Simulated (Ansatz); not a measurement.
# MgS, space group P6_3mc: a charge-density difference against the sublattices

With the Python package of Ansatz (0.2.0).

Run as a notebook:

**Cell 1**
```python
import ansatz as az
import numpy as np
```

**Cell 2**
```python
VECTORS = np.array([
    [4.034622, 0.0, 0.0],
    [-2.017311, 3.494085, 0.0],
    [0.0, 0.0, 6.432294],
])
SITES = [
    ('Mg', (2 / 3, 1 / 3, 0.495755)),
    ('Mg', (1 / 3, 2 / 3, 0.995755)),
    ('S', (1 / 3, 2 / 3, 0.379244)),
    ('S', (2 / 3, 1 / 3, 0.879244)),
]
```

**Cell 3**
```python
def on_lattice(cell):
    crystal = az.Crystal(lattice=az.Lattice.of(cell))
    for symbol, position in SITES:
        crystal = crystal.atom(symbol, position)
    return crystal
```

**Cell 4**
```python
# same cell, cutoff and mesh for the crystal and its parts
def solve(crystal):
    return (
        crystal.calculation()
        .functional(az.Functional.LDA)
        .occupations('fermi_dirac')
        .basis(460, grid_basis='typed')
        .kpoints(6, 6, 4)
        .density()
        .run(threads=1)
    )
```

**Cell 5**
```python
whole = solve(on_lattice(VECTORS))
difference = whole.density().channels[0].density_e_per_ang3.copy()
binding = whole.report['free_energy_ev']
for element in ['Mg', 'S']:
    part = az.Crystal(lattice=az.Lattice.of(VECTORS))
    for symbol, position in SITES:
        if symbol == element:
            part = part.atom(symbol, position)
    alone = solve(part)
    difference -= alone.density().channels[0].density_e_per_ang3
    binding -= alone.report['free_energy_ev']
    print(f'{element} sublattice: {alone.report["n_electrons"]:g} electrons, {alone.report["n_iterations"]} iterations')
```
Output:
```text
Mg sublattice: 20 electrons, 6 iterations
S sublattice: 12 electrons, 6 iterations
```

**Cell 6**
```python
voxel = abs(np.linalg.det(VECTORS)) / difference.size
print(f'energy of the crystal less its unpolarised sublattices: {binding / len(SITES):.4f} eV/atom')
print(f'net charge of the difference {difference.sum() * voxel:.5f} e, charge rearranged {0.5 * np.abs(difference).sum() * voxel:.3f} e')
print(f'extremes {difference.min():.4f} and {difference.max():.4f} e/A^3')
for (symbol, position) in SITES:
    index = tuple(int(round(p * n)) % n for p, n in zip(position, difference.shape))
    print(f'  change of the pseudo-density at the grid point nearest {symbol}: {difference[index]:+.4f} e/A^3')
profile = difference.mean(axis=(0, 1))
print('planar mean along the third vector:', np.round(profile[:: max(len(profile) // 12, 1)], 4))
```
Output:
```text
energy of the crystal less its unpolarised sublattices: -3.5005 eV/atom
net charge of the difference -0.00000 e, charge rearranged 1.080 e
extremes -0.0802 and 0.1396 e/A^3
  change of the pseudo-density at the grid point nearest Mg: -0.0297 e/A^3
  change of the pseudo-density at the grid point nearest Mg: -0.0314 e/A^3
  change of the pseudo-density at the grid point nearest S: -0.0802 e/A^3
  change of the pseudo-density at the grid point nearest S: -0.0777 e/A^3
planar mean along the third vector: [ 0.0063 -0.0151 -0.0168 -0.0045  0.003   0.0009  0.0157  0.0161 -0.0054
 -0.0187 -0.0111  0.0009  0.0018  0.006   0.0209]
```

Reading the output:
- Grid values close to the nuclei reflect the PAW or pseudopotential construction, not the all-electron fields.
- The structure comes from a database of computed cells and needn't be a stable or known phase.
- Charge moved counts every rearrangement, bonding and polarisation too, and is no transfer between atoms; the bare sublattices are artificial references. Values near the nuclei depend on the potentials.
- Run time: 5 s on 1 thread of Arm Neoverse V2 (shared host), peak memory 0.39 GiB.
